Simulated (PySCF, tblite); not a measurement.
**C₅H₈BF₃S: geometry, infrared bands and NMR shifts**

What infrared bands and NMR shifts should C₅H₈BF₃S (`C=CBS[C@@](C)(F)C(F)F`) show?

Programs: tblite 0.8.0 and PySCF 2.14.0, with density-fitted response routines of our own. Each step states its level of theory. These are calculated values for one molecule in the gas phase, unless marked as measured. Atoms count from 0, in the outputs and in this text.

## Step 1: The starting structure

18 atoms, charge 0, multiplicity 1; geometry from: force field or distance geometry start.

Bonds of the start (Å): C0–C1 1.34, C1–B2 1.53, B2–S3 1.88, S3–C4 1.80, C4–C5 1.53, C4–F6 1.37, C4–C7 1.52, C7–F8 1.38, C7–F9 1.38, C0–H10 1.09, C0–H11 1.09, C1–H12 1.08, B2–H13 1.18, C5–H14 1.12, C5–H15 1.10, C5–H16 1.11, C7–H17 1.11.

## Step 2: Geometry optimisation with GFN2-xTB

The job: settings as JSON, then the geometry in Å.

```
{"job": {"kind": "relax", "xc": "GFN2-xTB", "basis": "xTB"}, "charge": 0, "multiplicity": 1}
C      3.362800    -0.530800     0.309700
C      2.761400    -0.046400    -0.786100
B      1.514300     0.841500    -0.771000
S      0.149200     0.732800     0.520300
C     -1.204500    -0.205700    -0.214100
C     -1.860800     0.545400    -1.370100
F     -0.771400    -1.416900    -0.684800
C     -2.208500    -0.466900     0.903300
F     -2.677300     0.715900     1.437800
F     -3.292400    -1.164700     0.412800
H      2.998400    -0.334400     1.319900
H      4.240700    -1.151900     0.137300
H      3.199500    -0.297000    -1.744900
H      1.450900     1.747500    -1.531900
H     -1.822900     1.645200    -1.154100
H     -2.890200     0.173300    -1.443900
H     -1.238900     0.341300    -2.264100
H     -1.719100    -1.121700     1.647400
```

Launch:

```
$ OMP_NUM_THREADS=1 python probes_run.py task.json out
```

This one command runs all jobs of the session in turn.

**Question.** This job is followed by: GFN2-xTB harmonic vibrations, gas phase; GIAO PBE0/pcSseg-1 NMR shielding, non-relativistic, gas phase. Predict these results of the whole session: strongest single infrared mode (GFN2-xTB); zero-point energy (GFN2-xTB); 13C shifts against TMS (PBE0/pcSseg-1); 1H shifts against TMS (PBE0/pcSseg-1, means over atoms taken as alike); 11B shifts against BF3·OEt2 (PBE0/pcSseg-1); 33S shifts against CS2 (PBE0/pcSseg-1); 19F shifts against CFCl3 (PBE0/pcSseg-1); surface potential, 1st and 99th percentile.

The runs gave:

| quantity | value |
| --- | --- |
| strongest single infrared mode (GFN2-xTB) | 1049 cm⁻¹, 188 km/mol |
| zero-point energy (GFN2-xTB) | 77.5 kcal/mol |
| 13C shifts against TMS (PBE0/pcSseg-1) | 150.7, 144.2, 120.8, 109.8, 23.6 ppm |
| 1H shifts against TMS (PBE0/pcSseg-1, means over atoms taken as alike) | 7.26, 7.24, 6.94, 6.73, 6.34, 1.92 ppm |
| 11B shifts against BF3·OEt2 (PBE0/pcSseg-1) | 58.8 ppm |
| 33S shifts against CS2 (PBE0/pcSseg-1) | 192 ppm |
| 19F shifts against CFCl3 (PBE0/pcSseg-1) | -148.9, -149.4, -164.3 ppm |
| surface potential, 1st and 99th percentile | -0.70 V and 1.13 V |

What this shows: Over 143 steps the energy fell by 0.920 eV; of the close pairs, B2–S3 changed most, 1.882 to 1.778 Å. No mode is imaginary among the 48: a minimum at this level. The strongest single mode, at 1049 cm⁻¹, moves mainly C7. GFN2-xTB is a fitted tight-binding method: band positions and strengths are rough. Its intensities can rank the bands wrongly. C0 (terminal =CH2 carbon) lies farthest downfield among carbon, at 150.7 ppm; an sp2 carbon of a C=C bond. At PBE0/pcSseg-1: The widest tensor belongs to S3: span 318 ppm, with a paramagnetic part of -751 ppm. By nearest atom (PBE0/pcSseg-1), the HOMO sits on S3 50 %; C0, C1 about 16 % each and the LUMO on B2 34 %; C0 23 %.
